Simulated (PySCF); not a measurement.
# C6H15B (triethylborane) at 6 levels

Aim: a comparison of 6 runs (HF/STO-3G, HF/3-21G, B3LYP/6-31G*, B2PLYP/def2-SVP, wB97X/def2-SVP, SCS-MP2/def2-SVP) of C6H15B (triethylborane). The job is set up through a Python script.

The calculation is run with PySCF 2.14.0.

1 further run of the same task is left out (set aside as unsound or not needed).

## (1) Starting point

C6H15B has 22 atoms, charge 0, and is taken as a singlet. SMILES: `CCB(CC)CC`. Geometry: relaxed at PBE0-D4/def2-TZVP.

Some bond lengths: C1–C2 1.524 Å, C2–B3 1.572 Å, B3–C4 1.573 Å, C4–C5 1.522 Å, B3–C6 1.573 Å, C6–C7 1.538 Å, C1–H8 1.093 Å, C1–H9 1.093 Å, C1–H10 1.093 Å, C2–H11 1.106 Å, C2–H12 1.097 Å, C4–H13 1.104 Å, C4–H14 1.098 Å, C5–H15 1.093 Å, C5–H16 1.093 Å, C5–H17 1.093 Å. Some angles: C1–C2–B3 119.0°, C2–B3–C4 117.5°, C2–B3–C6 121.5°, C4–B3–C6 121.0°, B3–C4–C5 118.9°, B3–C6–C7 108.2°, C1–C2–H11 108.9°, C1–C2–H12 110.6°, B3–C2–H11 102.1°, B3–C2–H12 110.9°.

## (2) A single-point energy at HF/STO-3G (run 1)

The input, calc.py:

```python
from pyscf import gto, scf

system = gto.Mole()
system.atom = '''
C     -0.873420    -2.126590    -1.404660
C     -0.260370    -0.749010    -1.624670
B      0.212770     0.082420    -0.377120
C      0.214940     1.650390    -0.507380
C      1.018640     2.469940     0.492670
C      0.623380    -0.617940     0.969640
C     -0.592860    -0.600330     1.911370
H     -0.232820    -2.760730    -0.787180
H     -1.839780    -2.054050    -0.898660
H     -1.042210    -2.653110    -2.347400
H      0.678100    -0.861380    -2.198260
H     -0.897730    -0.143500    -2.280320
H     -0.852160     1.923550    -0.438870
H      0.477270     1.928370    -1.536770
H      0.905070     3.544520     0.327830
H      0.711400     2.263920     1.521200
H      2.086020     2.242010     0.426060
H      1.450860    -0.094440     1.459600
H      0.939100    -1.655440     0.823090
H     -1.442310    -1.136870     1.480690
H     -0.360230    -1.072380     2.868830
H     -0.923660     0.420670     2.120310
'''
system.basis = 'sto-3g'
system.max_memory = 1860
system.charge = 0
system.verbose = 3
system.build()

mf = scf.RHF(system)
mf.conv_tol = 1e-10
mf.kernel()
if not mf.converged:
    mf = mf.newton().run(mf.mo_coeff, mf.mo_occ)

e_final = mf.e_tot
print(f'total energy: {e_final:.8f} hartree')
```

The run is started by

```
$ OMP_NUM_THREADS=1 python calc.py
```

Log:

```text
converged SCF energy = -257.585238448226
total energy: -257.58523845 hartree
```

Run time: 3.3 s. Hardware: 1 thread of Intel Xeon at 2.50GHz (Skylake/Cascade Lake), shared host; peak memory 0.11 GiB.

## (3) A single-point energy at HF/3-21G (run 2)

The input, calc.py:

```python
from pyscf import gto, scf

mol = gto.M(
    atom='''
C     -1.650525    -4.018673    -2.654423
C     -0.492028    -1.415424    -3.070181
B      0.402077     0.155751    -0.712654
C      0.406178     3.118785    -0.958809
C      1.924951     4.667510     0.931011
C      1.178017    -1.167737     1.832354
C     -1.120343    -1.134459     3.611966
H     -0.439966    -5.217024    -1.487555
H     -3.476680    -3.881592    -1.698221
H     -1.969491    -5.013651    -4.435943
H      1.281423    -1.627772    -4.154109
H     -1.696464    -0.271176    -4.309180
H     -1.610349     3.634983    -0.829344
H      0.901910     3.644091    -2.904074
H      1.710334     6.698172     0.619509
H      1.344351     4.278189     2.874651
H      3.942006     4.236785     0.805137
H      2.741728    -0.178466     2.758244
H      1.774642    -3.128328     1.555415
H     -2.725571    -2.148373     2.798099
H     -0.680736    -2.026505     5.421303
H     -1.745464     0.794951     4.006805
''',
    verbose=3,
    max_memory=1860,
    basis='3-21g',
    unit='bohr',
)

calc0 = scf.RHF(mol)
calc0.conv_tol = 1e-10
calc0.kernel()
if not calc0.converged:
    calc0 = calc0.newton().run(calc0.mo_coeff, calc0.mo_occ)

e_tot = calc0.e_tot
print('Final energy', e_tot)
```

The run is started by

```
$ OMP_NUM_THREADS=1 python calc.py
```

Log:

```text
converged SCF energy = -259.201897939227
Final energy -259.20189793922674
```

It took 4.2 s on 1 thread of Intel Xeon at 2.50GHz (Skylake/Cascade Lake), shared host; peak memory 0.17 GiB.

## (4) The energy at B3LYP/6-31G(d) (spherical functions) (run 3)

The input, run.py:

```python
# CCB(CC)CC
from pyscf import gto, dft

mol = gto.M(
    atom=[
    ('C', (-0.873420, -2.126590, -1.404660)),
    ('C', (-0.260370, -0.749010, -1.624670)),
    ('B', (0.212770, 0.082420, -0.377120)),
    ('C', (0.214940, 1.650390, -0.507380)),
    ('C', (1.018640, 2.469940, 0.492670)),
    ('C', (0.623380, -0.617940, 0.969640)),
    ('C', (-0.592860, -0.600330, 1.911370)),
    ('H', (-0.232820, -2.760730, -0.787180)),
    ('H', (-1.839780, -2.054050, -0.898660)),
    ('H', (-1.042210, -2.653110, -2.347400)),
    ('H', (0.678100, -0.861380, -2.198260)),
    ('H', (-0.897730, -0.143500, -2.280320)),
    ('H', (-0.852160, 1.923550, -0.438870)),
    ('H', (0.477270, 1.928370, -1.536770)),
    ('H', (0.905070, 3.544520, 0.327830)),
    ('H', (0.711400, 2.263920, 1.521200)),
    ('H', (2.086020, 2.242010, 0.426060)),
    ('H', (1.450860, -0.094440, 1.459600)),
    ('H', (0.939100, -1.655440, 0.823090)),
    ('H', (-1.442310, -1.136870, 1.480690)),
    ('H', (-0.360230, -1.072380, 2.868830)),
    ('H', (-0.923660, 0.420670, 2.120310)),
],
    verbose=3,
    basis='6-31g*',
    charge=0,
    spin=0,
    max_memory=1860,
)

mf = dft.RKS(mol)
mf.xc = 'b3lyp'
mf.grids.level = 5
mf.conv_tol = 1e-10
mf.kernel()
if not mf.converged:
    mf = mf.newton().run(mf.mo_coeff, mf.mo_occ)

e_tot = mf.e_tot
print('Final energy', e_tot)
```

The run is started by

```
$ OMP_NUM_THREADS=1 python run.py
```

Log:

```text
converged SCF energy = -262.532865803599
Final energy -262.53286580359946
```

It took 2 min on 1 thread of Intel Xeon at 2.50GHz (Skylake/Cascade Lake), shared host; peak memory 0.78 GiB.

Runs 4 to 5 aren't shown in full; the table further down has their settings and results.

## (5) A single-point energy at SCS-MP2/def2-SVP (run 6)

The input, input.py:

```python
# CCB(CC)CC
from pyscf import gto, scf, mp

mol = gto.Mole()
mol.atom = '''
C       -0.873420      -2.126590      -1.404660
C       -0.260370      -0.749010      -1.624670
B        0.212770       0.082420      -0.377120
C        0.214940       1.650390      -0.507380
C        1.018640       2.469940       0.492670
C        0.623380      -0.617940       0.969640
C       -0.592860      -0.600330       1.911370
H       -0.232820      -2.760730      -0.787180
H       -1.839780      -2.054050      -0.898660
H       -1.042210      -2.653110      -2.347400
H        0.678100      -0.861380      -2.198260
H       -0.897730      -0.143500      -2.280320
H       -0.852160       1.923550      -0.438870
H        0.477270       1.928370      -1.536770
H        0.905070       3.544520       0.327830
H        0.711400       2.263920       1.521200
H        2.086020       2.242010       0.426060
H        1.450860      -0.094440       1.459600
H        0.939100      -1.655440       0.823090
H       -1.442310      -1.136870       1.480690
H       -0.360230      -1.072380       2.868830
H       -0.923660       0.420670       2.120310
'''
mol.max_memory = 1860
mol.verbose = 4
mol.spin = 0
mol.basis = 'def2-svp'
mol.build()

hf = scf.RHF(mol)
hf.conv_tol = 1e-10
hf.kernel()
if not hf.converged:
    hf = hf.newton().run(hf.mo_coeff, hf.mo_occ)

pt = mp.MP2(hf, frozen=7).run()
e_tot = hf.e_tot + 1.2 * pt.e_corr_os + pt.e_corr_ss / 3
print(f'total energy: {e_tot:.8f} hartree')
```

The run is started by

```
$ OMP_NUM_THREADS=1 python input.py
```

Log:

```text
PySCF version 2.14.0

[... 76 lines left out ...]
converged SCF energy = -260.451344670372
[... 1 line left out ...]
******** <class 'pyscf.mp.mp2.RMP2'> ********
nocc = 21, nmo = 166
frozen orbitals 7
E(RMP2) = -261.405471562068  E_corr = -0.95412689169525
E(SCS-RMP2) = -261.413042176629  E_corr = -0.961697506256766
E_corr(same-spin) = -0.211447804358694
E_corr(oppo-spin) = -0.742679087336557
total energy: -261.41304218 hartree
```

Run time: 34 s. Hardware: 1 thread of Intel Xeon at 2.50GHz (Skylake/Cascade Lake), shared host; peak memory 1.4 GiB.

## (6) All runs side by side

```csv
run,level,integration grid,frozen core orbitals,energy (Eh),dipole moment (D) of the reference,HOMO energy (eV),LUMO energy (eV),wall time
1,HF/STO-3G,–,–,-257.585238,0.12,-9.96,7.58,3.3 s
2,HF/3-21G,–,–,-259.201898,0.07,-11.03,4.03,4.2 s
3,B3LYP/6-31G* (spherical functions),5,–,-262.532866,0.09,-7.43,-0.04,2 min
4,B2PLYP/def2-SVP,5,7,-262.006823,0.07,-9.10,1.33,2.7 min
5,wB97X/def2-SVP,5,–,-262.278304,0.09,-10.26,2.18,5.3 min
6,SCS-MP2/def2-SVP,–,7,-261.413042,0.05,-11.20,3.64,34 s
```

## (7) Results

| quantity | value |
| --- | --- |
| run 6: total energy | -261.41304 Eh |
| run 6: dipole moment (Hartree–Fock density) | 0.05 D |
| run 6: HOMO energy (Hartree–Fock orbitals) | -11.20 eV |
| run 6: LUMO energy (Hartree–Fock orbitals) | 3.64 eV |
| run 6: HOMO–LUMO gap (Hartree–Fock orbitals) | 14.84 eV |
| run 6: correlation energy (7 core orbitals frozen) | -961.7 mEh |

In words: Over runs 1, 2, 3, 4, 5 the dipole moment (its size) runs from 0.07 D (B2PLYP/def2-SVP) to 0.12 D (HF/STO-3G). The two ends differ in method and basis. A double hybrid's value is that of its SCF part. Over runs 1, 2, 3, 4, 5 the HOMO–LUMO gap runs from 7.38 eV (B3LYP/6-31G*) to 17.54 eV (HF/STO-3G). Totals of different functionals can't be ranked against each other. In run 1 the basis is minimal, so the values are rough. All runs together took 11 min, the longest 5.3 min.
